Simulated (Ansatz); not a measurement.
**ReS (zincblende): a single-point run**

The task is a single-point run on ReS (zincblende). The structure is shown as the input types it.

Program: Ansatz 0.2.0. Level of theory: DFT PBE, scalar-relativistic, plane waves, PAW. These are calculated values, not measurements.

3 further runs of the same task are left out: 1 for a known fault of the program, 1 that didn't finish, 1 set aside as unsound or not needed. Runs told in other sessions of the task aren't counted.

**1. The starting structure**

Symmetry: F-43m, No. 216, cubic system. The conventional cell has a = 5.237 Å, b = 5.237 Å, c = 5.237 Å, α = 90.00°, β = 90.00°, γ = 90.00°. Re (site symmetry -43m) is surrounded by 4 S at 2.27 Å. Around S (site symmetry -43m) lie 4 Re at 2.27 Å.

As a file:

```
CELL_PARAMETERS angstrom
0.00000 2.61833 2.61833
2.61833 0.00000 2.61833
2.61833 2.61833 0.00000
ATOMIC_POSITIONS crystal
Re 0.00000 0.00000 0.00000
S 0.25000 0.25000 0.25000
```

**2. Running it**

input.yaml

```yaml
crystal:
  lattice:
    - [0.0, 2.6183291373, 2.6183291373]
    - [2.6183291373, 0.0, 2.6183291373]
    - [2.6183291373, 2.6183291373, 0.0]
  atoms:
    - { symbol: Re, position: [0.0, 0.0, 0.0], spin: 2.0 }
    - { symbol: S, position: [0.25, 0.25, 0.25] }
basis:
  ecutwfc: 420
  ecutrho_ratio: 4
kpoints:
  mp_grid: { grid: [12, 12, 12] }
hamiltonian:
  xc: pbe
scf:
  occupations: { method: fermi_dirac, width: 1.0 }
  max_iter: 75
output:
  forces: true
  stress: true
magnetization:
  spin_polarized: true
```

Launch:

```
$ ansatz run input.yaml --threads 2 --pin off --max-ram 2662MiB --backend cpu --events-out ev --progress --plain --runs-dir out
```

**Question.** How will this run end, and is anything wrong with its input?

The program finished normally, with warnings (seeded moment not kept). Its log warns: «the starting moments were not kept: the SCF closed with an absolute magnetisation of 7.1e-6 μB, where they sum to 2 μB in size (1 site). That is at most 0.1 of that sum ...»

In the input, scf.occupations.method is fermi_dirac; scf.occupations.width is 1.0. Occupations are smeared over electronvolts, wider than many features of the bands. A Fermi-Dirac width of 1 eV is an electron temperature of 11600 K.

To check: set scf.occupations.method to gaussian and scf.occupations.width to 0.05.
